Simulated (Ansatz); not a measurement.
# MgZn3O4: the cost of one run

Method: DFT r2SCAN, scalar-relativistic, plane waves, PAW, in Ansatz 0.2.0.

## 1. The system as given

It takes space group Cm (No. 8, monoclinic). Conventional cell: a = 11.796 Å, b = 3.254 Å, c = 5.616 Å, α = 90.00°, β = 118.40°, γ = 90.00°. Mg (site symmetry m) has 4 O at 1.96 to 1.97 Å as nearest neighbours. Around Zn (site symmetry m) lie 4 O at 1.97 to 1.99 Å. Zn (site symmetry m) is surrounded by 4 O at 1.98 Å. Zn (site symmetry m) is surrounded by 4 O at 1.97 to 1.98 Å. Around O (site symmetry m) lie 1 Mg at 1.97 Å and 3 Zn at 1.97 to 1.98 Å. O (site symmetry m) has 4 Zn at 1.98 to 1.99 Å as nearest neighbours. O (site symmetry m) has 2 Mg at 1.96 Å and 2 Zn at 1.97 to 1.98 Å as nearest neighbours. Around O (site symmetry m) lie 1 Mg at 1.97 Å and 3 Zn at 1.98 Å.

Coordinates:

```cif
data_structure
_symmetry_space_group_name_H-M 'Cm'
_symmetry_Int_Tables_number 8
_cell_length_a 11.7957
_cell_length_b 3.2544
_cell_length_c 5.6155
_cell_angle_alpha 90.000
_cell_angle_beta 118.403
_cell_angle_gamma 90.000
_cell_volume 189.62
loop_
_atom_site_label
_atom_site_type_symbol
_atom_site_symmetry_multiplicity
_atom_site_Wyckoff_symbol
_atom_site_fract_x
_atom_site_fract_y
_atom_site_fract_z
_atom_site_occupancy
Mg1 Mg 2 a 0.74868 0.00000 0.08005 1
Zn1 Zn 2 a 0.74937 0.50000 0.58428 1
Zn2 Zn 2 a 0.50073 0.00000 0.16981 1
Zn3 Zn 2 a 0.50016 0.50000 0.66486 1
O1 O 2 a 0.93864 0.00000 0.27113 1
O2 O 2 a 0.94151 0.50000 0.77489 1
O3 O 2 a 0.69129 0.50000 0.85998 1
O4 O 2 a 0.69165 0.00000 0.35708 1
```

The structure comes from the Materials Project (structure only).

## 2. The base run

Contents of input.yaml:

```yaml
crystal:
  lattice:
    - [0.0, 3.25441746, 0.0]
    - [-2.6711651497, 0.0, 4.9395585555]
    - [5.8978414162, -1.62720873, 0.0]
  atoms:
    - { symbol: Mg, position: [0.25131619, 0.91995415, 0.50263238] }
    - { symbol: Zn, position: [0.75063095, 0.41572154, 0.5012619] }
    - { symbol: Zn, position: [0.49926681, 0.830192, 0.99853362] }
    - { symbol: Zn, position: [0.99983608, 0.33513509, 0.99967216] }
    - { symbol: O, position: [0.06136172, 0.72887431, 0.12272344] }
    - { symbol: O, position: [0.55849377, 0.22510758, 0.11698754] }
    - { symbol: O, position: [0.8087079, 0.14001681, 0.6174158] }
    - { symbol: O, position: [0.30834559, 0.64291554, 0.61669118] }
basis:
  ecutwfc: 500
  fft_grid_basis: typed
kpoints:
  mp_grid: { grid: [8, 6, 8] }
hamiltonian:
  xc: r2scan
  pseudopotentials: { kind: paw }
scf:
  occupations: { method: gaussian, width: 0.05 }
output:
  forces: true
  stress: true
  eigenvalues: true
  bader: true
  write_density: true
  volumetric_format: npy
  elf: true
```

Launch:

```sh
ansatz run input.yaml --threads 2 --pin off --max-ram 4096MiB --backend cpu --events-out ev --progress --plain --runs-dir out
```

Q: Estimate wall time and peak memory on 2 threads of AMD EPYC (Zen 3), shared host.

About 4.1 min, with a peak of 0.8 GiB.
